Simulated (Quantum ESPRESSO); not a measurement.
A run of Quantum ESPRESSO 7.5 is set up as follows.

pw.in

```
&CONTROL
  calculation = 'scf'
  prefix = 'pwscf'
  outdir = './tmp'
  pseudo_dir = './pseudo'
  tprnfor = .true.
  tstress = .true.
  disk_io = 'low'
/
&SYSTEM
  ibrav = 0
  nat = 2
  ntyp = 2
  ecutwfc = 55
  ecutrho = 440
  nbnd = 22
  occupations = 'smearing'
  smearing = 'gaussian'
  degauss = 0.00367493
  nspin = 2
  starting_magnetization(1) = 0.3889
  starting_magnetization(2) = 0
/
&ELECTRONS
  conv_thr = 8d-08
  electron_maxstep = 100
  mixing_beta = 0.7
  mixing_ndim = 20
/
ATOMIC_SPECIES
Gd   157.2500 Gd.paw.z_18.atompaw.wentzcovitch.v1.2.upf
O     15.9990 O.pbe-n-kjpaw_psl.0.1.UPF
CELL_PARAMETERS angstrom
   2.8018137600    0.0000000000    0.0000000000
   0.0000000000    2.8018137600    0.0000000000
   0.0000000000    0.0000000000    2.8018137600
ATOMIC_POSITIONS crystal
Gd     0.0000000000    0.0000000000    0.0000000000
O      0.5000000000    0.5000000000    0.5000000000
K_POINTS automatic
7 7 7 0 0 0
HUBBARD {atomic}
U Gd-4f 6.0
```

Contents of pp_density.in:

```
&INPUTPP
  prefix = 'pwscf'
  outdir = './tmp'
  filplot = 'density.dat'
  plot_num = 0
/
&PLOT
  nfile = 1
  filepp(1) = 'density.dat'
  iflag = 3
  output_format = 6
  fileout = 'density.cube'
/
```

File pp_potential.in:

```
&INPUTPP
  prefix = 'pwscf'
  outdir = './tmp'
  filplot = 'potential.dat'
  plot_num = 11
/
&PLOT
  nfile = 1
  filepp(1) = 'potential.dat'
  iflag = 3
  output_format = 6
  fileout = 'potential.cube'
/
```

File pp_spin.in:

```
&INPUTPP
  prefix = 'pwscf'
  outdir = './tmp'
  filplot = 'spin.dat'
  plot_num = 6
/
&PLOT
  nfile = 1
  filepp(1) = 'spin.dat'
  iflag = 3
  output_format = 6
  fileout = 'spin.cube'
/
```

Potentials or basis: SSSP 1.3 efficiency PBE.

Run with:

```console
$ OMP_NUM_THREADS=1 mpirun -n 2 pw.x -nk 2 -in pw.in > pw.out
$ OMP_NUM_THREADS=1 mpirun -n 1 pp.x -in pp_density.in > pp_density.out
$ OMP_NUM_THREADS=1 mpirun -n 1 pp.x -in pp_potential.in > pp_potential.out
$ OMP_NUM_THREADS=1 mpirun -n 1 pp.x -in pp_spin.in > pp_spin.out
```

Question: What does it give for the net moment?

Answer: 7.22 μB per cell.

Question: What does it give for the band gap on the k mesh?

Answer: None (metal or under the smearing width).

Question: Estimate the absolute moment.

Answer: 7.28 μB per cell.

Eigenvalues of the final occupation matrices:
```tsv
site	spin	trace	eigenvalues
Gd 1 4f	1	7.00	1.00 1.00 1.00 1.00 1.00 1.00 1.00
Gd 1 4f	2	0.08	0.01 0.01 0.01 0.01 0.01 0.01 0.02
```

Caveat: the k mesh is coarse; spin-orbit coupling is left out, which moves the levels of the heavy elements; a cell with one magnetic atom can't hold antiferromagnetic order, which such compounds often take. The state reached can hang on the start; a lower one may exist.
